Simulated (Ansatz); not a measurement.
**GeH₄OTe: one species, many methods**

Aim: compute GeH₄OTe with functionals from several rungs and with coupled cluster. The yardstick is the atomisation energy at the CCSD(T) limit.

Program: Ansatz 0.2.0, Gaussian basis. Level of theory: functionals in def2-TZVPP, the program's frozen cores in correlated methods. These are calculated values, not measurements.

Plan: LDA (SPW92), PBE-D4, revPBE-D4, BLYP-D4, r2SCAN-D4, B97M-V, PBE0-D4, B3LYP-D4, r2SCANh-D4, r2SCAN0-D4, HSE06-D4, BHLYP-D4, CAM-B3LYP-D4, LC-ωPBE, ωB97X-V, ωB97M-V, B2PLYP, PBE-QIDH; CCSD(T)/def2-SVP; CCSD(T)/def2-TZVPP; MP2/def2-QZVPP; extrapolation to the limit; RPA on PBE.

## Step 1: The relaxed structure

An earlier PBE0-D4 in a triple-zeta def2 set relaxation fixed the geometry. Te takes the def2 core potential; no spin-orbit term is included.

SMILES `[OH][GeH2][TeH]`, 7 atoms, charge 0, spin multiplicity 1.

Atoms are counted from 1 here; the program's logs count them from 0.

Bond lengths: O1–Ge2 1.779 Å, O1–H4 0.960 Å, Ge2–Te3 2.559 Å, Ge2–H5 1.531 Å, Ge2–H6 1.539 Å, Te3–H7 1.657 Å. Angles: Ge2–O1–H4 112.2°, O1–Ge2–Te3 111.2°, O1–Ge2–H5 104.0°, O1–Ge2–H6 110.5°, Te3–Ge2–H5 110.0°, Te3–Ge2–H6 108.1°, H5–Ge2–H6 113.0°, Ge2–Te3–H7 90.8°.

## Step 2: LDA

This LDA is Slater exchange with PW92 correlation.

Contents of in.yaml:

```yaml
crystal:
  periodic: [false, false, false]
  atoms:
    - {symbol: O, position_ang: [-1.527993, -0.264289, -0.854017]}
    - {symbol: Ge, position_ang: [-0.156712, 0.607737, -0.129271]}
    - {symbol: Te, position_ang: [1.978236, -0.801350, -0.201425]}
    - {symbol: H, position_ang: [-1.561720, -1.182891, -0.576284]}
    - {symbol: H, position_ang: [0.004067, 1.847474, -1.013544]}
    - {symbol: H, position_ang: [-0.452586, 0.950967, 1.341116]}
    - {symbol: H, position_ang: [1.778007, -1.225547, 1.387725]}
basis:
  gaussian: {orbitals: def2-TZVPP}
hamiltonian: {xc: lda}
output: {orbitals: {seedname: orbitals}}
```

The run is started by

```console
ansatz run in.yaml --threads 2 --pin off --events-out ev --progress --plain --max-ram 4352MiB
```

Further steps of the session: PBE-D4 (GGA); revPBE-D4 (GGA); BLYP-D4 (GGA); r2SCAN-D4 (meta-GGA); B97M-V (meta-GGA); PBE0-D4 (hybrid); B3LYP-D4 (hybrid); r2SCANh-D4 (hybrid); r2SCAN0-D4 (hybrid); HSE06-D4 (hybrid); BHLYP-D4 (hybrid); CAM-B3LYP-D4 (range-separated); LC-ωPBE (range-separated); ωB97X-V (range-separated); ωB97M-V (range-separated); B2PLYP (double hybrid); PBE-QIDH (double hybrid); CCSD(T) in def2-SVP; CCSD(T) in def2-TZVPP; MP2 in def2-QZVPP; RPA on PBE orbitals.

**Question.** What will the summary of the whole plan be? Wanted: atomisation energy, CCSD(T)/CBS; farthest beyond LDA; mean size of error, GGA; mean size of error, meta-GGA; mean size of error, hybrid; mean size of error, range-separated; mean size of error, double hybrid; gap, smallest and largest; T1 diagnostic.

**Answer**, as computed:

| quantity | value |
| --- | --- |
| atomisation energy, CCSD(T)/CBS | 20.458 eV |
| functionals within 0.205 eV (1.0 %) | PBE-D4, B97M-V, ωB97X-V |
| farthest beyond LDA | BHLYP-D4 (-1.085 eV) |
| mean size of error, GGA | 0.442 eV |
| mean size of error, meta-GGA | 0.230 eV |
| mean size of error, hybrid | 0.649 eV |
| mean size of error, range-separated | 0.444 eV |
| mean size of error, double hybrid | 0.625 eV |
| gap, smallest and largest | 3.84 eV (BLYP-D4), 10.38 eV (LC-ωPBE) |
| T1 diagnostic | 0.0113 |
| triples share of the correlation energy | 3.0 % |

In words: LDA overbinds by 2.958 eV (14 %). PBE-D4 misses by -0.161 eV. Double hybrids carry the basis error of their MP2 part in triple zeta, and no dispersion term here, so their miss is partly the set-up's. By mean error the best rung here is meta-GGA (0.230 eV) and the worst beyond LDA is hybrid (0.649 eV). The mean of the hybrids holds BHLYP, with half exact exchange. The reference freezes the cores and leaves out spin-orbit coupling and excitations past (T), and its outer-core shells are covered unevenly, so misses under about 0.205 eV can't be ranked. All levels share the lack of spin-orbit coupling, which lowers the free heavy atoms and so the true binding. Hartree-Fock recovers 66 % of the binding; the rest is correlation. CCSD(T) in def2-SVP is off by -1.978 eV, so the small basis spoils what the method gains. Orbital gaps span 3.8 to 10.4 eV; exact exchange widens them. Correlated methods include outer-core shells of Ge, Te, which these sets cover unevenly.
